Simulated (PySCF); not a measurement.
# C2H6F5MoN (Mo(NMe2)F5): the cost of one run

Programs: PySCF 2.14.0, with routines of our own; each step states its level. All values are computed. Atoms count from 0.

### Step 1. The system as given

15 atoms, charge 0, multiplicity 1; geometry from: GFN2-xTB.

### Step 2. Geometry optimisation at PBE0-D3(BJ)/def2-SVP

The job: settings as JSON, then the geometry in Å.

```
{"job": {"xc": "PBE0", "basis": "def2-SVP", "d3": "d3bj", "grid": 1, "maxiter": 30, "shake": 0.03, "kind": "geom"}, "charge": 0, "multiplicity": 1}
Mo     0.058000    -0.065210    -1.502010
N     -0.015890    -0.016210     0.338910
C      0.764830     0.843690     1.155250
C     -0.720000    -0.861070     1.162000
H      0.185930     1.446420     1.799480
H      1.425610     1.516970     0.543940
H      1.509790     0.235610     1.813450
H     -1.391120    -1.491290     0.520850
H     -0.190990    -1.479550     1.865650
H     -1.477580    -0.275050     1.848720
F     -0.034490     0.014960    -3.302950
F      1.778850     0.063760    -1.536050
F     -1.852900    -0.008410    -1.580050
F     -0.041640     1.783560    -1.521140
F     -0.031160    -1.784310    -1.562050
```

Started as:

```console
$ OMP_NUM_THREADS=1 python heavy_run.py task.json out
```

One launch serves the whole session: the jobs run in the order shown.

**Question.** How long does this first job take on 1 thread of Arm Neoverse N1, shared host, and how much memory does it need?

About 7.7 min, with a peak of 0.74 GiB.
